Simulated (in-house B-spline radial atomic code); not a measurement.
# Co¹⁷⁺: ionisation energy by several methods

The task here is to estimate one member of a computed series from the others.

Program: in-house B-spline radial atomic code version 1. Level of theory: non-relativistic, several functionals, spin-polarised; spherical all-electron atom at the radial basis limit. These are calculated values, not measurements, unless marked.

## The system

| Quantity | Value |
| --- | --- |
| element | cobalt (Z = 27) |
| charge | +17 |
| electrons | 10 |
| configuration | [He] 2s2 2p6 |
| nucleus | point |

Outer shells as boxes (Hund's rule):

[He] 2s2 2p6
```
[He] core
2s [↑↓]
2p [↑↓][↑↓][↑↓]
```

Where spins are not typed, each open shell is filled with up spins first.

Set-up of the first run:

Settings, as recorded:

```ini
Z = 27
electrons = 10.0
configuration = [He] 2s2 2p6
hamiltonian = nr
method = lda,vwn
spin_polarised = True
```

Steps of the session up to this table: LDA (VWN5); AM05, a GGA; r2SCAN, a meta-GGA; RPBE, a GGA.

One table of the session follows, with a row left open; its other results are not shown here.

| method | ΔSCF (eV) |
| --- | --- |
| LDA (VWN5) | 1397.03 |
| AM05 | ? |
| RPBE | 1397.90 |
| r2SCAN | 1402.53 |

Estimate the missing values for AM05.

The run gave: ΔSCF (eV): 1396.72. In the column «ΔSCF (eV)» it is the lowest.

What this shows: Tables give 1397.2 ± 0.5 eV (measured; NIST Atomic Spectra Database) for the ionisation energy. LDA (VWN5) misses by -0.17 eV, the least, and r2SCAN by +5.33 eV (0.38 %), the most. Mean absolute error by rung (exchange-only levels left out): LDA 0.17 eV, GGA 0.59 eV, meta-GGA 5.33 eV. These runs lack relativity altogether, which can outweigh the gaps between the methods, so the nearest may be so by luck. Open shells are averaged (over orientations, and over spins where the run is restricted), while tables refer to the lowest levels. For the semilocal functionals minus the highest level recovers only 97 % of their own ΔSCF value, a mark of self-interaction.

Members of this set that are not shown: 3 used exact exchange with fractional occupations of an open shell, which is unsound here.

**Measured values.**

From NIST Atomic Spectra Database: ionisation energy of Co¹⁷⁺ 1397.2 ± 0.5 eV.
